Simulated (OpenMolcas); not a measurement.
# Dy³⁺ among point charges: CASSCF levels and susceptibility

How does a field of 4 point charges split the states of Dy³⁺, and what χT follows?

Method: state-averaged CASSCF, spin-orbit coupling by RASSI with atomic mean-field integrals. Code: OpenMolcas 26.06.

**1. The system**

| Quantity | Value |
| --- | --- |
| Species | Dy³⁺ (dysprosium, Z = 66, 63 electrons) |
| Basis | ANO-RCC-VTZP [8s7p5d3f2g1h], 104 functions |
| Scalar Hamiltonian | DKH2, point nucleus |
| Inactive shells | 1s 2s 2p 3s 3p 3d 4s 4p 4d 5s 5p |
| Active space | 9 electrons in 7 orbitals (4f) |
| Some configurations of this space | 4f9 |
| Orbitals | optimised for the highest spin of each parity, averaged over all roots |

The outer shells:

4f9
```
4f [↑↓][↑↓][↑ ][↑ ][↑ ][↑ ][↑ ]
```

The ion sits among 4 point charges of -2 e arranged as a tetrahedron (Td), 3.24 Å from the ion.

The work runs as a chain of OpenMolcas steps in one folder; each step below is one input file. Labels, J, g values, rates, χT and fits are worked out afterwards by a script from the matrices that RASSI stores.

**2. GATEWAY and SEWARD: basis and integrals**

File a.inp:

```
&GATEWAY
Coord
1

Dy 0.0 0.0 0.0
Basis=ANO-RCC-VTZP
Group=NoSym
NoMove
AngMom=0.0 0.0 0.0
AMFI
XField
4 Angstrom 0
1.870615 1.870615 1.870615 -2.000000
1.870615 -1.870615 -1.870615 -2.000000
-1.870615 1.870615 -1.870615 -2.000000
-1.870615 -1.870615 1.870615 -2.000000
&SEWARD
```

The run is started by

```console
> OMP_NUM_THREADS=1 MOLCAS_MEM=2252 MOLCAS_PROJECT=a pymolcas a.inp > a.log
```

**3. CASSCF: sextets, 21 roots**

File a.inp:

```
&RASSCF
FileOrb=start.orb
Symmetry=1
Spin=6
nActEl=9 0 0
Inactive=27
Ras2=7
CIRoot=21 21 1
SDav=21
CIMx=300
Iter=120 100
PrWF=0.3
OrbListing=Nothing
MaxOrb=0
>>> COPY $Project.JobIph JOB001
```

start.orb holds the contracted functions of the basis, ordered by shell, or the orbitals of the step before.

**4. Reference wave functions, quartets, 162 roots**

File a.inp:

```
&RASSCF
FileOrb=start.orb
Symmetry=1
Spin=4
nActEl=9 0 0
Inactive=27
Ras2=7
CIRoot=162 162 1
SDav=224
CIMx=300
Iter=120 100
PrWF=0.3
OrbListing=Nothing
MaxOrb=0
CIOnly
>>> COPY $Project.JobIph JOB002
```

**5. CASSCF: doublets, 162 roots**

File a.inp:

```
&RASSCF
FileOrb=start.orb
Symmetry=1
Spin=2
nActEl=9 0 0
Inactive=27
Ras2=7
CIRoot=162 162 1
SDav=490
CIMx=300
Iter=120 100
PrWF=0.3
OrbListing=Nothing
MaxOrb=0
CIOnly
>>> COPY $Project.JobIph JOB003
```

**6. State interaction with spin-orbit coupling**

File a.inp:

```
&RASSI
NrOfJobIphs=3 21 108 35
1 2 3 4 5 6 7 8 9 10 11 12 13 14 15 16 17 18 19 20 21
1 2 3 4 5 6 7 8 9 10 11 12 13 14 15 16 17 18 19 20 21 22 23 24 25 26 27
28 29 30 31 32 33 34 35 36 37 38 39 40 41 42 43 44 45 46 47 48 49 50 51
52 53 54 55 56 57 58 59 60 61 62 63 64 65 66 67 68 69 70 71 72 73 74 75
76 77 78 79 80 81 82 83 84 85 86 87 88 89 90 91 92 93 94 95 96 97 98 99
100 101 102 103 104 105 106 107 108
1 2 3 4 5 6 7 8 9 10 11 12 13 14 15 16 17 18 19 20 21 22 23 24 25 26 27
28 29 30 31 32 33 34 35
IphNames
JOB001
JOB002
JOB003
EJob
SpinOrbit
DIPRint=1.0
SOCoupling=1000.0
Subsets=2
Property=9
'ANGMOM' 1 'ANGMOM' 2 'ANGMOM' 3 'MLTPL  1' 1 'MLTPL  1' 2 'MLTPL  1' 3
'AMFI' 1 'AMFI' 2 'AMFI' 3
SOProperty=3
'ANGMOM' 1 'ANGMOM' 2 'ANGMOM' 3
```

Q: Predict the outcome of this session. Wanted: spin-free ground state; first state of the same spin within the active space; lowest level; next level.

The runs gave:

| quantity | value |
| --- | --- |
| method | CASSCF |
| spin-free ground state | 6T2, 3-fold in its orbital part |
| first state of the same spin within the active space | 6E at 4.78 cm⁻¹ |
| lowest level | 4-fold Γ8 |
| next level | 7.3 cm⁻¹ |
| χT at 300 K | 14.07 cm³ K/mol |
| effective moment at 300 K | 10.61 μB |

What this shows: The spin-free ground state (6T2) comes to 100 % from free-ion H terms and keeps the highest spin of the shell. The quartets, doublets rest on orbitals optimised for another spin in at least one step, which raises them against the optimised states. Not all states of the active space went into the spin-orbit step. High states of lower spin are left out of the spin-orbit mixing, and CASSCF puts spin-flip levels too high. Point charges carry no covalency, so the field is a model and not that of real ligands.
